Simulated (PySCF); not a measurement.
# A diatomic session: CaC+

An exercise on one series of results from a longer session: the logs are not shown, and one member is left open.

Computed with PySCF 2.14.0. Level: Ca 3-21G, C 3-21G, no relativity.

The first run:

The job is set up so:

* atoms: Ca, C
* charge: 1
* basis: Ca 3-21G, C 3-21G
* Hamiltonian: no relativity
* basis functions: 26
* electrons treated: 25
* masses in u: 39.9626, 12.0000
* levels: PBE0, PBE, r²SCAN, BP86, TPSSh, M06-L, LC-ωPBE, HF, MP2, SCS-MP2, CCSD, CCSD(T)
* grid: 80 radial by 434 angular points
* occupations: held fixed by the projection of orbital angular momentum
* dissociation limit: Ca+ + C, each in its ground configuration
* starting distance in angstrom: 2.400
* values of 2S to try: 1, 3

Launch:

```
OMP_NUM_THREADS=1 python dia.py task.json out
```

Among the steps run: Set-up; First curve: PBE0; Excited determinants; PBE (GGA); r²SCAN (meta-GGA); BP86; TPSSh (hybrid meta-GGA); M06-L (meta-GGA); LC-ωPBE (range-separated hybrid); UHF (mean field); MP2 and coupled cluster.

One of the session's tables, all rows but one given; the rest of the session is left out.

It belongs to the step «The curves together». Energy (eV) from each level's lowest point:

| R (Å) | UHF | UHF-MP2 | UHF-SCS-MP2 | UHF-CCSD | UHF-CCSD(T) |
| --- | --- | --- | --- | --- | --- |
| 2.067 | 0.670 | 0.743 | 0.731 | n/a | n/a |
| 2.163 | 0.272 | 0.329 | 0.321 | 0.355 | 0.365 |
| 2.259 | ? | ? | ? | ? | ? |
| 2.331 | 0.005 | 0.024 | 0.021 | 0.033 | 0.036 |
| 2.403 | 0.000 | 0.000 | 0.000 | 0.000 | 0.000 |
| 2.475 | 0.037 | 0.018 | 0.021 | 0.008 | 0.005 |
| 2.571 | 0.128 | 0.090 | 0.095 | 0.062 | 0.057 |
| 2.691 | 0.266 | 0.235 | 0.230 | 0.166 | 0.164 |
| 2.836 | 0.394 | 0.443 | 0.394 | 0.305 | 0.311 |
| 3.028 | 0.485 | 0.622 | 0.522 | n/a | n/a |

Q: Estimate the row for R (Å) = 2.259 from the others.

Worked estimate for «UHF». A straight line through the neighbours (2.163, 0.272) and (2.331, 0.005) gives 0.272 + (0.005 − 0.272) × (2.259 − 2.163) / (2.331 − 2.163) = 0.119; a parabola fitted to 4 rows on both sides gives 0.058.

**Answer.** UHF: 0.067; UHF-MP2: 0.104; UHF-SCS-MP2: 0.098; UHF-CCSD: 0.121; UHF-CCSD(T): 0.127. In «UHF» the line misses by +0.052 and the parabola by -0.009.
